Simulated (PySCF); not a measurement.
# C4H4F2O: electronic excitations and core binding energies

Wanted: the electronic excitations and core binding energies of C4H4F2O (`C/C=C(\F)C(=O)F`), by calculation.

Computed with PySCF 2.14.0, with density-fitted response routines of our own, on a single molecule in the gas phase. Atoms count from 0, in the outputs and in this text.

### 1 The molecule as given

11 atoms, charge 0, multiplicity 1; geometry from: GFN2-xTB.

Bonds of the start (Å): C0–C1 1.48, C1–C2 1.34, C2–F3 1.35, C2–C4 1.46, C4–O5 1.18, C4–F6 1.37, C0–H7 1.09, C0–H8 1.09, C0–H9 1.09, C1–H10 1.08.

### 2 Excited states and response: PBE0/def2-SVPD

The job: settings as JSON, then the geometry in Å.

```
{"job": {"kind": "uv", "xc": "PBE0", "basis": "def2-SVPD", "nstates": 8, "ntriplets": 3}, "charge": 0, "multiplicity": 1}
C     -1.742583     0.200571     0.174512
C     -0.283979     0.446393     0.109417
C      0.633327    -0.491428    -0.146391
F      0.273098    -1.772312    -0.366837
C      2.081025    -0.284159    -0.222982
O      2.947462    -1.054655    -0.440377
F      2.385705     1.034245     0.003762
H     -1.977916    -0.843638    -0.011263
H     -2.119313     0.487835     1.155838
H     -2.251511     0.823713    -0.560624
H      0.060108     1.456104     0.278980
```

Level: TDDFT PBE0/def2-SVPD, vertical, gas phase, core orbitals frozen in the response.

Command:

```console
$ OMP_NUM_THREADS=1 python probes_run.py task.json out
```

This one command runs all jobs of the session in turn.

**Question.** This job is followed by: delta-SCF UKS SCAN, pcX-2 on the ionised atom, pcseg-1 elsewhere, spin-free X2C. Predict these results of the whole session: lowest singlet (PBE0/def2-SVPD); brightest single state of those computed; lowest triplet; C1s binding energies, SCAN/pcX-2; F1s binding energies, SCAN/pcX-2; O1s binding energies, SCAN/pcX-2.

The runs gave:

| quantity | value |
| --- | --- |
| lowest singlet (PBE0/def2-SVPD) | 5.30 eV (234 nm), f = 0.000 |
| brightest single state of those computed | state 2, 5.84 eV, f = 0.436 |
| lowest triplet | 3.51 eV |
| C1s binding energies, SCAN/pcX-2 | C4 295.83, C2 293.79, C1 291.67, C0 291.65 eV |
| F1s binding energies, SCAN/pcX-2 | F3 693.59, F6 693.23 eV |
| O1s binding energies, SCAN/pcX-2 | O5 538.65 eV |

**Reading.** The lowest singlet, at 5.30 eV, is HOMO−1→LUMO 0.97 and is dark; of the 8 states computed, the strongest absorption comes from state 2 at 5.84 eV. The lowest triplet lies 1.80 eV below the lowest singlet (triplets in Tamm-Dancoff, singlets in full TDDFT). C4 (carbonyl carbon) binds its C1s electron 4.19 eV more tightly than C0 (allylic methyl carbon). F3 (vinylic fluorine) binds its F1s electron 0.37 eV more tightly than F6 (fluorine bonded to C).
